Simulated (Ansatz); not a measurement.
# CH6AlFGeOS: the cost of one run

Program: Ansatz 0.2.0. Level of theory: RKS PBE/def2-SVP. These are calculated values, not measurements.

### Step 1. The starting structure

Bond lengths: O1–Al2 1.843 Å, Al2–S3 2.279 Å, Al2–C4 2.002 Å, C4–F5 1.445 Å, C4–Ge6 1.927 Å, O1–H7 0.946 Å, S3–H8 1.442 Å, C4–H9 1.041 Å, Ge6–H10 1.531 Å, Ge6–H11 1.558 Å, Ge6–H12 1.546 Å. Angles (14 of 17 angles, heavy atoms first): O1–Al2–S3 120.9°, O1–Al2–C4 117.5°, S3–Al2–C4 121.4°, Al2–C4–F5 106.9°, Al2–C4–Ge6 108.7°, F5–C4–Ge6 106.7°, Al2–O1–H7 108.1°, Al2–S3–H8 88.9°, Al2–C4–H9 109.6°, F5–C4–H9 110.6°, Ge6–C4–H9 114.0°, C4–Ge6–H10 109.9°, C4–Ge6–H11 108.1°, C4–Ge6–H12 111.8°.

As a file:

```xyz
12

O     0.7925    2.3069    1.5927
Al   -0.3532    1.0985    0.8030
S    -2.0658    0.1669    1.9830
C     0.0438    0.5390   -1.0779
F    -1.1492    0.7914   -1.8527
Ge    0.3306   -1.3658   -1.1089
H     1.5033    1.8234    1.9879
H    -1.1591   -0.8580    2.4376
H     0.8442    1.0947   -1.4455
H     0.5727   -1.8332   -2.5467
H     1.5814   -1.6821   -0.2363
H    -0.8642   -2.1369   -0.5023
```

### Step 2. End point A

The input, input.yaml:

```yaml
crystal:
  periodic: [false, false, false]
  atoms:
    - { symbol: O, position_ang: [0.7925, 2.3069, 1.5927] }
    - { symbol: Al, position_ang: [-0.3532, 1.0985, 0.803] }
    - { symbol: S, position_ang: [-2.0658, 0.1669, 1.983] }
    - { symbol: C, position_ang: [0.0438, 0.539, -1.0779] }
    - { symbol: F, position_ang: [-1.1492, 0.7914, -1.8527] }
    - { symbol: Ge, position_ang: [0.3306, -1.3658, -1.1089] }
    - { symbol: H, position_ang: [1.5033, 1.8234, 1.9879] }
    - { symbol: H, position_ang: [-1.1591, -0.858, 2.4376] }
    - { symbol: H, position_ang: [0.8442, 1.0947, -1.4455] }
    - { symbol: H, position_ang: [0.5727, -1.8332, -2.5467] }
    - { symbol: H, position_ang: [1.5814, -1.6821, -0.2363] }
    - { symbol: H, position_ang: [-0.8642, -2.1369, -0.5023] }
basis:
  gaussian: { orbitals: def2-SVP }
hamiltonian:
  xc: pbe
relax:
  f_tol: 0.015
  max_steps: 40
output:
  orbitals: {}
```

On the command line:

```bash
$ ansatz run input.yaml --threads 2 --pin off --max-ram 3072MiB --backend cpu --events-out ev --progress --plain --runs-dir out
```

What time and memory should one allow on 2 threads of AMD EPYC 9R45 (Zen 5), shared host?

About 43 s, with a peak of 0.26 GiB.
